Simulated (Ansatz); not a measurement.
# HBr (hydrogen bromide) at 6 levels

We compute a comparison of 6 runs (HF/STO-3G, BHLYP/STO-3G, BLYP/STO-3G, UPBE0/STO-3G, CCSD(T)/STO-3G, UCCSD(T)/STO-3G) of HBr (hydrogen bromide). 

The results are computed with Ansatz 0.2.0.

35 further runs of the same task are left out: 4 that didn't finish, 31 set aside as unsound or not needed.

## Step 1: The system as given

HBr: 2 atoms, total charge 0, spin state singlet. As SMILES, `Br`. The H2–Br1 distance was set to 2.101 Å, away from the relaxed value.

Bond lengths: Br1–H2 2.101 Å.

## Step 2: The energy at HF/STO-3G (run 1)

The input, input.yaml:

```yaml
crystal:
  periodic: [false, false, false]
  atoms:
    - {symbol: Br, position_ang: [-1.189787, 0.429895, -0.601673]}
    - {symbol: H, position_ang: [0.594900, -0.214950, 0.300840]}
basis:
  gaussian:
    orbitals: STO-3G
magnetization:
  spin_polarized: false
  initial_magnetization: 0
hamiltonian:
  xc: hf
accuracy: high
```

Command:

```console
$ ansatz run input.yaml --threads 1 --pin off --max-ram 2610MiB --events-out events.jsonl --progress --plain --runs-dir runs
```

Standard output:

```text
Warning: RAYON_NUM_THREADS=1 ignored (pool sized by the plan → 1); use --threads N
Functional definition: HF
  name "HF"
  exchange = exact_x
  correlation = 0
206 factors; integrals over basis functions are off by at most 1.2e-8 eV
mean field evaluation 1: about -69253.5031 eV, gradient 1.4e1 eV
mean field evaluation 2: about -69253.5072 eV, gradient 1.4e1 eV
mean field evaluation 4: about -69255.5084 eV, gradient 3.5e-1 eV
mean field evaluation 8: about -69255.5059 eV, gradient 4.1e-5 eV
mean field evaluation 16: about -69253.5031 eV, gradient 1.4e1 eV
mean field -69255.50593526 eV, -2545.0929000528 hartree, gradient 6.8e-8 eV, S^2 0.000000; 0 other end points of the search recorded, 0 dependent functions left out
reference -69255.50593526 eV, -2545.0929000528 hartree; 18, 18 occupied and 1, 1 virtual orbitals, 206 factors
Total energy: -69255.50593526 eV, -2545.0929000528 hartree
```

Wall time 0.1 s (1 thread of Arm Neoverse V1, shared host).

## Step 3: A single-point energy at BHLYP/STO-3G (run 2)

The input, run.yaml:

```yaml
crystal:
  periodic: [false, false, false]
  atoms:
    - symbol: Br
      position_ang: [-1.189787, 0.429895, -0.601673]
    - symbol: H
      position_ang: [0.594900, -0.214950, 0.300840]
basis:
  gaussian:
    orbitals: STO-3G
hamiltonian:
  xc: {name: BHLYP}
accuracy: high
```

Command:

```console
$ ansatz run run.yaml --threads 1 --pin off --max-ram 2610MiB --events-out events.jsonl --progress --plain --runs-dir runs
```

Standard output:

```text
Warning: RAYON_NUM_THREADS=1 ignored (pool sized by the plan → 1); use --threads N
Functional definition: BHLYP
  name "BHLYP"
  parameter a = 0.5
  exchange = (1 - a)*b88_x + a*exact_x
  correlation = lyp_c
206 factors; integrals over basis functions are off by at most 1.2e-8 eV
mean field evaluation 1: about -69294.5069 eV, gradient 1.3e1 eV
mean field evaluation 2: about -69294.4633 eV, gradient 1.5e1 eV
mean field evaluation 4: about -69296.0502 eV, gradient 1.5e-1 eV
mean field evaluation 8: about -69296.0390 eV, gradient 1.0e-4 eV
mean field -69296.03898594 eV, -2546.5824621911 hartree, gradient 2.9e-9 eV, S^2 0.000000; 0 other end points of the search recorded, 0 dependent functions left out
reference -69296.03899951 eV, -2546.5824626897 hartree; 18, 18 occupied and 1, 1 virtual orbitals, 206 factors
Total energy: -69296.03899951 eV, -2546.5824626897 hartree
```

Run time: 0.51 s. Hardware: 1 thread of Arm Neoverse V1, shared host.

Runs 3 to 4 aren't shown in full; the table further down has their settings and results.

## Step 4: The energy at CCSD(T)/STO-3G (run 5)

The input, input.yaml:

```yaml
crystal:
  periodic: [false, false, false]
  atoms:
    - symbol: Br
      position_ang: [-1.189787, 0.429895, -0.601673]
    - symbol: H
      position_ang: [0.594900, -0.214950, 0.300840]
basis:
  gaussian:
    orbitals: STO-3G
correlation:
  method: ccsd_t
  frozen_orbitals: {Br: 9, H: 0}
accuracy: high
scf:
  omitted_lower_state_checks: [cluster_reference, increment]
```

Command:

```console
$ ansatz run input.yaml --threads 1 --pin off --max-ram 2610MiB --events-out events.jsonl --progress --plain --runs-dir runs
```

Standard output, shortened:

```text
Warning: RAYON_NUM_THREADS=1 ignored (pool sized by the plan → 1); use --threads N
Functional definition: HF
  name "HF"
[...]
206 factors; integrals over basis functions are off by at most 1.2e-8 eV
[...]
mean field -69255.50593526 eV, -2545.0929000528 hartree, gradient 6.8e-8 eV, S^2 0.000000; 1 other end points of the search recorded, 0 dependent functions left out; unrestricted orbitals would lower it
9 core orbitals not correlated: weight in the atoms' cores, before any rotation towards them, 1.000 or more for the frozen orbitals, at most 0.000 for the correlated occupied ones
reference -69255.50593526 eV, -2545.0929000528 hartree; 9, 9 occupied and 1, 1 virtual orbitals, 206 factors
second order -1.02249363 eV of doubles, -0.00000000 eV of singles
cycle   1  -1.36025123 eV  change   -4.6e-1 eV  update   9.6e-2
[...]
cycle  14  -1.88097177 eV  change   1.7e-10 eV  update  2.2e-10
perturbative correction -0.00000000 eV, -0.0000000000 hartree
WARN: these amplitudes may be one of several solutions (largest doubles amplitude 0.36, level shift 1.88 eV)
Total energy: -69257.38690703 eV, -2545.1620244903 hartree
Checks for a lower state left out: cluster_reference, increment
```

It took 0.14 s on 1 thread of Arm Neoverse V1, shared host.

## Step 5: A single-point energy at UCCSD(T)/STO-3G (run 6)

The input, molecule.yaml:

```yaml
crystal:
  periodic: [false, false, false]
  atoms:
    - {symbol: Br, position_ang: [-1.189787, 0.429895, -0.601673]}
    - {symbol: H, position_ang: [0.594900, -0.214950, 0.300840]}
basis:
  gaussian:
    orbitals: STO-3G
magnetization:
  spin_polarized: true
correlation:
  method: ccsd_t
  frozen_orbitals: {Br: 9, H: 0}
accuracy: high
scf:
  omitted_lower_state_checks: [cluster_reference, increment]
```

Command:

```console
$ ansatz run molecule.yaml --threads 1 --pin off --max-ram 2610MiB --events-out events.jsonl --progress --plain --runs-dir runs
```

Standard output, shortened:

```text
Warning: RAYON_NUM_THREADS=1 ignored (pool sized by the plan → 1); use --threads N
Functional definition: HF
  name "HF"
[...]
206 factors; integrals over basis functions are off by at most 1.2e-8 eV
[...]
mean field -69256.40856085 eV, -2545.1260709316 hartree, gradient 1.2e-8 eV, S^2 0.666049; 11 other end points of the search recorded, 0 dependent functions left out
9 core orbitals not correlated: weight in the atoms' cores, before any rotation towards them, 1.000 or more for the frozen orbitals, at most 0.000 for the correlated occupied ones
reference -69256.40856085 eV, -2545.1260709316 hartree; 9, 9 occupied and 1, 1 virtual orbitals, 206 factors
second order -0.09507016 eV of doubles, -0.00000000 eV of singles
cycle   1  -0.15945072 eV  change   -6.4e-2 eV  update   4.3e-2
[...]
cycle  19  -0.97829863 eV  change    2.2e-9 eV  update  3.0e-10
perturbative correction 0.00000000 eV, 0.0000000000 hartree
Total energy: -69257.38685948 eV, -2545.1620227430 hartree
Checks for a lower state left out: cluster_reference, increment
```

Run time: 0.38 s. Hardware: 1 thread of Arm Neoverse V1, shared host.

## Step 6: Overview of the runs

```tsv
run	level	frozen core orbitals	energy (Eh)	wall time
1	HF/STO-3G	–	-2545.092900	0.1 s
2	BHLYP/STO-3G	–	-2546.582463	0.51 s
3	BLYP/STO-3G	–	-2546.366239	0.54 s
4	UPBE0/STO-3G	–	-2546.257851	1.1 s
5	CCSD(T)/STO-3G	9	-2545.162024	0.14 s
6	UCCSD(T)/STO-3G	9	-2545.162023	0.38 s
```

## Step 7: Outcome

```
                                          quantity           value
                               run 6: total energy  -2545.16202 Eh
run 6: correlation energy (9 core orbitals frozen)       -36.0 mEh
                             run 6: (T) correction        0.00 mEh
          run 6: ⟨S²⟩ of the reference determinant           0.666
                              run 6: T1 diagnostic           0.071
```

What this shows: Below the HF energy at the same shape and in the same basis (STO-3G): CCSD(T) -69.1 mEh; UCCSD(T) -69.1 mEh. Some of these start from another determinant than that one, so these aren't their correlation energies. Totals of different functionals can't be ranked against each other. In run 5 the log says that unrestricted orbitals would lower the reference, so the values rest on an unstable closed-shell determinant (other closed-shell runs at this shape may share the fault). In runs 1, 2, 3, 4, 5, 6 the basis is minimal, so the values are rough. Spin contamination of the reference: run 6 ⟨S²⟩ = 0.67. Where it is this large, the reference is a mixture of spin states, and values that rest on it are in doubt. All runs together took 2.7 s, the longest 1.1 s.
